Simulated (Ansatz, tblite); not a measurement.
**GeFCl3 (GeCl₃F): spin-state energies by level**

Aim: set other spin states of GeFCl3 (GeCl₃F) against its singlet, on many levels of theory.

The runs use Ansatz 0.2.0, Gaussian basis; level and basis change from run to run.

Plan: triplet, at the geometry of the singlet (GFN1-xTB, GFN2-xTB, PBE0-D4/def2-TZVP, PBE-D4/def2-TZVP, r2SCAN-D4/def2-TZVP); the singlet's energies come from earlier runs.

## 1. The structure

The singlet was relaxed beforehand with PBE0-D4/def2-SVP.

5 atoms, charge 0, spin multiplicity 1.

Bond lengths: Ge1–F2 1.717 Å, Ge1–Cl3 2.116 Å, Ge1–Cl4 2.116 Å, Ge1–Cl5 2.116 Å. Angles: F2–Ge1–Cl3 107.9°, F2–Ge1–Cl4 107.9°, F2–Ge1–Cl5 107.9°, Cl3–Ge1–Cl4 111.0°, Cl3–Ge1–Cl5 111.0°, Cl4–Ge1–Cl5 111.0°.

## 2. Triplet at the fixed geometry, GFN1-xTB

Tight binding, by tblite at 300 K electronic temperature and without a spin-polarisation term:

```python
tblite.interface.Calculator('GFN1-xTB', numbers, positions, charge=0, uhf=2).singlepoint()
```

Energy -531.0076 eV; 0.018 s.

## 3. Triplet at the fixed geometry, GFN2-xTB

Tight binding, by tblite at 300 K electronic temperature and without a spin-polarisation term:

```python
tblite.interface.Calculator('GFN2-xTB', numbers, positions, charge=0, uhf=2).singlepoint()
```

Energy -552.3222 eV; 0.013 s.

## 4. Triplet at the fixed geometry, PBE0-D4/def2-TZVP

in.yaml reads:

```yaml
crystal:
  periodic: [false, false, false]
  atoms:
    - {symbol: Ge, position_ang: [0.000223, -0.000402, 0.047679]}
    - {symbol: F, position_ang: [0.008144, -0.016005, 1.764187]}
    - {symbol: Cl, position_ang: [2.009872, 0.010063, -0.613250]}
    - {symbol: Cl, position_ang: [-1.013110, 1.746127, -0.583488]}
    - {symbol: Cl, position_ang: [-1.005128, -1.739803, -0.615128]}
basis:
  gaussian: {orbitals: def2-TZVP}
magnetization: {spin_polarized: true, initial_magnetization: 2}
hamiltonian: {xc: pbe0, dispersion: d4}
scf: {omitted_lower_state_checks: [starts]}
output: {orbitals: {seedname: orbitals}}
```

Command:

```console
ansatz run in.yaml --threads 2 --pin off --events-out ev --progress --plain --max-ram 4352MiB
```

The program printed:

```text
Functional definition: PBE0
  name "PBE0"
  cite "Adamo & Barone, J. Chem. Phys. 110, 6158 (1999) doi:10.1063/1.478522"
  cite "Perdew, Burke & Ernzerhof, Phys. Rev. Lett. 77, 3865 (1996) doi:10.1103/PhysRevLett.77.3865"
  parent pbe
  parameter a = 0.25
  parameter kappa = 0.804
  parameter beta = 0.06672455060314922
  exchange = (1 - a)*pbe_x(kappa = kappa, mu = beta*pi^2/3) + a*exact_x
  correlation = pbe_c(beta = beta)
these checks for a lower state are left out or cut short: starts
1361 factors; their error is unknown
mean field evaluation 1: about -96779.5718 eV, gradient 2.8e1 eV
mean field evaluation 2: about -96755.7958 eV, gradient 8.2e1 eV
mean field evaluation 4: about -96781.8031 eV, gradient 4.5e0 eV
mean field evaluation 8: about -96781.8847 eV, gradient 1.3e-1 eV
mean field evaluation 16: about -96782.2758 eV, gradient 5.3e-3 eV
mean field evaluation 32: about -96782.2758 eV, gradient 2.5e-5 eV
mean field -96782.27581982 eV, -3556.6830349957 hartree, gradient 1.2e-5 eV, S^2 2.006648; 0 other end points of the search recorded, 0 dependent functions left out
reference -96782.27584704 eV, -3556.6830359962 hartree; 47, 45 occupied and 143, 145 virtual orbitals, 1361 factors
Total energy: -96782.45149619 eV, -3556.6894909834 hartree
Checks for a lower state left out: starts
```

Run time: 46 s. Hardware: 2 threads of Intel Xeon at 2.70GHz, shared host; peak memory 1.4 GiB.

Report: HOMO -3.96 eV, LUMO -8.10 eV (over both spins); ⟨S²⟩ 2.007 (pure: 2.00).

## 5. Triplet at the fixed geometry, PBE-D4/def2-TZVP

start.molden holds the orbitals of an earlier run on this state, so that the run starts from the solution found there.

in.yaml, as its differences from that of step 4:

```diff
@@ -9,5 +9,5 @@
 basis:
-  gaussian: {orbitals: def2-TZVP}
+  gaussian: {orbitals: def2-TZVP, initial_orbitals: start.molden}
 magnetization: {spin_polarized: true, initial_magnetization: 2}
-hamiltonian: {xc: pbe0, dispersion: d4}
+hamiltonian: {xc: pbe, dispersion: d4}
 scf: {omitted_lower_state_checks: [starts]}
```

The command is unchanged.

The program printed:

```text
Functional definition: PBE
  name "PBE"
  cite "Perdew, Burke & Ernzerhof, Phys. Rev. Lett. 77, 3865 (1996) doi:10.1103/PhysRevLett.77.3865"
  parent pbe
  parameter kappa = 0.804
  parameter beta = 0.06672455060314922
  exchange = pbe_x(kappa = kappa, mu = beta*pi^2/3)
  correlation = pbe_c(beta = beta)
these checks for a lower state are left out or cut short: starts
1282 factors; their error is unknown
mean field evaluation 1: about -96778.4093 eV, gradient 1.2e1 eV
mean field evaluation 2: about -96778.5672 eV, gradient 2.2e-1 eV
mean field evaluation 4: about -96778.5566 eV, gradient 2.2e-3 eV
mean field evaluation 8: about -96778.5566 eV, gradient 2.4e-5 eV
mean field evaluation 16: about -96778.5566 eV, gradient 2.2e-6 eV
mean field -96778.55658012 eV, -3556.5463554575 hartree, gradient 2.2e-6 eV, S^2 2.002008; 0 other end points of the search recorded, 0 dependent functions left out
reference -96778.55661633 eV, -3556.5463567884 hartree; 47, 45 occupied and 143, 145 virtual orbitals, 1282 factors
Total energy: -96778.76098692 eV, -3556.5538672690 hartree
Checks for a lower state left out: starts
```

It took 9.5 s on 2 threads of Intel Xeon at 2.70GHz, shared host.

From the report: HOMO -3.13 eV, LUMO -8.37 eV (over both spins); ⟨S²⟩ 2.002 (pure: 2.00).

## 6. Triplet at the fixed geometry, r2SCAN-D4/def2-TZVP

in.yaml, as its differences from that of step 5:

```diff
@@ -11,3 +11,3 @@
 magnetization: {spin_polarized: true, initial_magnetization: 2}
-hamiltonian: {xc: pbe, dispersion: d4}
+hamiltonian: {xc: r2scan, dispersion: d4}
 scf: {omitted_lower_state_checks: [starts]}
```

The command is unchanged.

The program printed:

```text
Functional definition: r2SCAN
  name "r2SCAN"
  cite "Furness, Kaplan, Ning, Perdew & Sun, J. Phys. Chem. Lett. 11, 8208 (2020) doi:10.1021/acs.jpclett.0c02405"
  cite "Furness, Kaplan, Ning, Perdew & Sun, J. Phys. Chem. Lett. 11, 9248 (2020) doi:10.1021/acs.jpclett.0c03077"
  parent r2scan
  parameter k0 = 0.174
  parameter k1 = 0.065
  parameter a1 = 4.9479
  exchange = r2scan_x(k0 = k0, k1 = k1, a1 = a1)
  correlation = r2scan_c
these checks for a lower state are left out or cut short: starts
1282 factors; their error is unknown
mean field evaluation 1: about -96800.8539 eV, gradient 8.5e0 eV
mean field evaluation 2: about -96800.9070 eV, gradient 9.9e-2 eV
mean field evaluation 4: about -96800.8951 eV, gradient 2.8e-4 eV
mean field evaluation 8: about -96800.8951 eV, gradient 2.2e-5 eV
mean field -96800.89513230 eV, -3557.3672821089 hartree, gradient 7.6e-6 eV, S^2 2.004947; 0 other end points of the search recorded, 0 dependent functions left out
reference -96800.89514179 eV, -3557.3672824574 hartree; 47, 45 occupied and 143, 145 virtual orbitals, 1282 factors
Total energy: -96800.94045938 eV, -3557.3689478482 hartree
Checks for a lower state left out: starts
```

Wall time 37 s (2 threads of Intel Xeon at 2.70GHz, shared host); peak memory 0.57 GiB.

Report: HOMO -3.22 eV, LUMO -8.58 eV (over both spins); ⟨S²⟩ 2.005 (pure: 2.00).

## 7. Triplet less singlet, vertical

The singlet's energies are those of its earlier runs, whose logs aren't repeated here.

```csv
level,"triplet less singlet, vertical (eV)",time
GFN1-xTB,+6.305,0.03 s
GFN2-xTB,+5.341,0.022 s
PBE-D4/def2-TZVP,+5.202,14 s
r2SCAN-D4/def2-TZVP,+5.582,46 s
PBE0-D4/def2-TZVP,+5.891,58 s
```

Times add the two runs; a level without a time comes out of a correlated run.

## 8. Results

| quantity | value |
| --- | --- |
| triplet less singlet, vertical, functionals in def2-TZVP | +5.202 (PBE-D4) to +5.891 eV (PBE0-D4) |

All functionals put the triplet above the singlet, over a spread of 0.689 eV. These are electronic energies, without zero-point motion, entropy or surroundings.
